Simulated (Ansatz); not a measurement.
# AlH5O2Si: the cost of one run

All numbers are computed with the Python package of Ansatz 0.2.0. Level of theory: r2SCAN/6-31G*.

### Step 1. Starting point

Bond lengths: O1–Si2 1.656 Å, Si2–O3 1.704 Å, Si2–Al4 2.309 Å, O1–H5 1.008 Å, Si2–H6 1.483 Å, O3–H7 0.945 Å, Al4–H8 1.616 Å, Al4–H9 1.642 Å. Angles: O1–Si2–O3 107.9°, O1–Si2–Al4 111.9°, O1–Si2–H6 109.1°, O3–Si2–Al4 109.1°, O3–Si2–H6 110.3°, Al4–Si2–H6 108.6°, Si2–O1–H5 108.7°, Si2–O3–H7 108.1°, Si2–Al4–H8 119.3°, Si2–Al4–H9 122.3°, H8–Al4–H9 118.2°.

No structure file is read: the coordinates are typed or built in the script.

### Step 2. The code

bend_alh5o2si.py

```python
"""Bending curve of AlH5O2Si."""

import ansatz as az
from ase import Atoms


def main() -> None:
    atoms = Atoms(["O", "Si", "O", "Al", "H", "H", "H", "H", "H"], positions=[
        (-0.3753, 1.5294, -1.0805),
        (0.5609, 0.5998, -0.0798),
        (1.592, -0.3429, -1.0554),
        (-0.7172, -0.7991, 1.2402),
        (-0.9271, 0.9209, -1.6645),
        (1.3561, 1.487, 0.8034),
        (1.0542, -0.9026, -1.5945),
        (-1.7241, -1.8482, 0.5354),
        (-0.7311, -0.6907, 2.8786),
    ])

    # relax first, so that the scan starts from a minimum
    first = (
        az.Crystal.molecule_from_ase(atoms).calculation()
        .basis(gaussian="6-31G*")
        .functional("r2scan")
        .relax(force_tolerance=0.02, max_steps=80)
    )
    atoms.positions = first.run(threads=1).report["positions_ang"]

    rows = []
    for angle in [90, 100, 110, 120, 135, 150, 165, 179]:
        bent = atoms.copy()
        bent.set_angle(1, 0, 4, angle, indices=[4])
        model = (
            az.Crystal.molecule_from_ase(bent).calculation()
            .basis(gaussian="6-31G*")
            .functional("r2scan")
        )
        rows.append((angle, model.run(threads=1).report["free_energy_ev"]))
    floor = min(e for _, e in rows)
    for angle, e in rows:
        print(f"angle Si1-O0-H4 = {angle:3d} deg   {1000 * (e - floor):9.1f} meV")


if __name__ == "__main__":
    main()
```

### Step 3. Launch

Run with:

```console
$ python bend_alh5o2si.py
```

Q: Estimate wall time and peak memory on 1 thread of Arm Neoverse V2, shared host.

About 65 s, with a peak of 0.22 GiB.
